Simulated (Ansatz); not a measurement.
# Ge5Br: the cost of one run

Method: DFT PBE, scalar-relativistic, plane waves, PAW, in Ansatz 0.2.0.

### 1 Starting point

The structure is hexagonal, space group P6/mmm (No. 191). Conventional cell: a = 4.866 Å, b = 4.866 Å, c = 6.606 Å, α = 90.00°, β = 90.00°, γ = 120.00°. Ge (site symmetry 3m) is surrounded by 7 Ge at 2.70 to 3.12 Å and 3 Br at 3.42 Å. Ge (site symmetry 6/mmm) has 12 Ge at 3.12 Å and 2 Br at 3.30 Å as nearest neighbours. Br (site symmetry 6/mmm) has 14 Ge at 3.30 to 3.42 Å as nearest neighbours.

Coordinates:

```xyz
6
Lattice="4.8661 0.0000 0.0000 -2.4331 4.2142 0.0000 0.0000 0.0000 6.6055" Properties=species:S:1:pos:R:3 pbc="T T T"
Ge    2.4331    1.4047    5.2580
Ge    0.0000    0.0000    0.0000
Ge    2.4331    1.4047    1.3476
Ge    0.0000    2.8095    1.3476
Ge    0.0000    2.8095    5.2580
Br    0.0000    0.0000    3.3028
```

Recipe of the guess: species swapped into a database cell of BaSn5 (P6/mmm, No. 191), with Br on the Ba sites and Ge on the Sn sites. Lengths come from tabulated atomic sizes and are only a guess.

### 2 Probe: one point on a coarse mesh

Input file input.yaml:

```yaml
crystal:
  lattice:
    - [4.86611547, 0.0, 0.0]
    - [-2.43305773, 4.21417961, 0.0]
    - [0.0, 0.0, 6.6055122]
  atoms:
    - { symbol: Ge, position: [0.66666667, 0.33333333, 0.79599494] }
    - { symbol: Ge, position: [0.0, 0.0, 0.0] }
    - { symbol: Ge, position: [0.66666667, 0.33333333, 0.20400506] }
    - { symbol: Ge, position: [0.33333333, 0.66666667, 0.20400506] }
    - { symbol: Ge, position: [0.33333333, 0.66666667, 0.79599494] }
    - { symbol: Br, position: [0.0, 0.0, 0.5] }
basis:
  ecutwfc: 420
kpoints:
  mp_grid: { grid: [6, 6, 4] }
hamiltonian:
  xc: pbe
scf:
  occupations: { method: gaussian, width: 0.1 }
  lower_state_search: "off"
output:
  forces: true
  stress: true
  eigenvalues: true
```

Launch:

```console
ansatz run input.yaml --threads 1 --pin off --max-ram 2560MiB --backend cpu --events-out ev --progress --plain --runs-dir out
```

What time and memory should one allow on 1 thread of Intel Xeon Platinum 8259CL at 2.50GHz (Skylake/Cascade Lake), shared host?

About 9.3 s, with a peak of 0.48 GiB.
